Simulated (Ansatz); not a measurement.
Runs of Ansatz 0.2.0 on HPbNO4. The typed cell holds 7 atoms: a = 4.275 Å, b = 5.609 Å, c = 5.670 Å, α = 100.02°, β = 111.92°, γ = 111.82°. The cell was built by a generator and needn't be a form met in nature.

| task | level | potentials or basis | k mesh | cutoff (eV) | smearing | points for each segment of the path | gap on the mesh (eV) | pressure (GPa) | largest force (eV/Å) |
| --- | --- | --- | --- | --- | --- | --- | --- | --- | --- |
| phonons | PBE | Ansatz PAW | 5 × 4 × 4 | 420 | fixed | - | 2.96 | - | - |
| single point | PBE | Ansatz PAW earlier set | 8 × 6 × 6 | 1000 | fermi-dirac 0.05 eV | - | (b) | -0.1 | 0.05 |
| single point | PBE | SPMS NC | 8 × 6 × 6 | 1034 | fermi-dirac 0.05 eV | - | 2.79 | -0.1 | (a) |
| single point | PBE | PseudoDojo standard (PBE files) | 8 × 6 × 6 | 1143 | fermi-dirac 0.05 eV | - | 2.79 | -0.1 | 0.18 |
| band structure | BLYP | Ansatz PAW | 8 × 6 × 6 | 420 | fermi-dirac 0.05 eV | 10 | 2.79 | 1.9 | 0.36 |

Alike in all rows: no spin polarisation; cell as given.

Task: Estimate the missing entries.

Result: (a) 0.19; (b) 2.82.

Caveats: spin-orbit coupling is left out, which as a rule narrows the gap of such compounds by several tenths of an eV; odd divisions of the mesh miss points on the zone boundary, where band edges often lie, so the gap on the mesh can be too wide (some runs); the potentials were made for another functional, which shifts forces and pressure (some runs); the PAW data sets come from PBE, with cores solved anew for the run's functional, which leaves a small shift of forces and pressure (some runs).

A k mesh can miss the band edges, and the runs leave out spin-orbit coupling on Pb.

Not every run made on this cell is shown here.
